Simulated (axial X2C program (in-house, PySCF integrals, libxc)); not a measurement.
# Linear BrGeBr at several levels

An exercise on one series of results from a longer session: the logs are not shown, and one member is left open.

Method: all-electron X2C, two-component (2c) or spin-free, Br dyall-av3z, Ge dyall-v3z; program: an in-house X2C program for linear molecules on PySCF integrals.

All values are calculated.

2 further runs of the same task are left out: 2 set aside as unsound or not needed.

The first run:

Contents of task.json:

```json
{"zs": [35, 32, 35], "q": 0, "bas": ["dyall-av3z", "dyall-v3z", "dyall-av3z"], "r0": [2.35, 2.35], "symm": 1, "scan": ["PBE0", "HF", "TPSSh"], "levels": ["PBE0", "HF", "B3LYP"], "nst": 2}
```

Keys: zs atomic numbers; q charge; bas basis sets; r0 starting distance in Å; symm equal bonds; scan levels of the two-bond scan (MP2 follows by itself at each HF point); levels methods; nst determinants followed.

Run with:

```console
> python solin.py task.json out
```

Masses Br 78.918, Ge 73.921, Br 78.918 u.

Steps of the session up to this table: Scan at PBE0, 2c; Scan at HF, 2c; Scan at TPSSh, 2c.

One table of the session follows, with a row left open; its other results are not shown here.

| level | r(Br–Ge) (Å) | r(Ge–Br) (Å) | lower stretch (cm⁻¹) | upper stretch (cm⁻¹) |
| --- | --- | --- | --- | --- |
| PBE0, 2c | 2.471 | 2.471 | 184.1 | 241.0 |
| HF, 2c | 2.512 | 2.512 | 183.7 | 197.3 |
| TPSSh, 2c | 2.481 | 2.481 | 181.0 | 236.3 |
| MP2, 2c | 2.455 | 2.455 | 188.5 | 252.3 |
| PBE0, spin-free | 2.470 | 2.470 | 184.4 | 241.3 |
| HF, spin-free | 2.511 | 2.511 | 183.9 | 197.5 |
| TPSSh, spin-free | ? | ? | ? | ? |
| MP2, spin-free | 2.454 | 2.454 | 188.7 | 252.4 |

**Question.** Estimate the row for TPSSh, spin-free.

As computed: r(Br–Ge) (Å): 2.480; r(Ge–Br) (Å): 2.480; lower stretch (cm⁻¹): 181.4; upper stretch (cm⁻¹): 236.6. In the column «r(Br–Ge) (Å)» it lies between PBE0, 2c (2.471) and TPSSh, 2c (2.481).

Scans not shown above were run alike.

Caveats from the session: The molecule was held linear; bending was not examined, so a bent shape may lie lower.
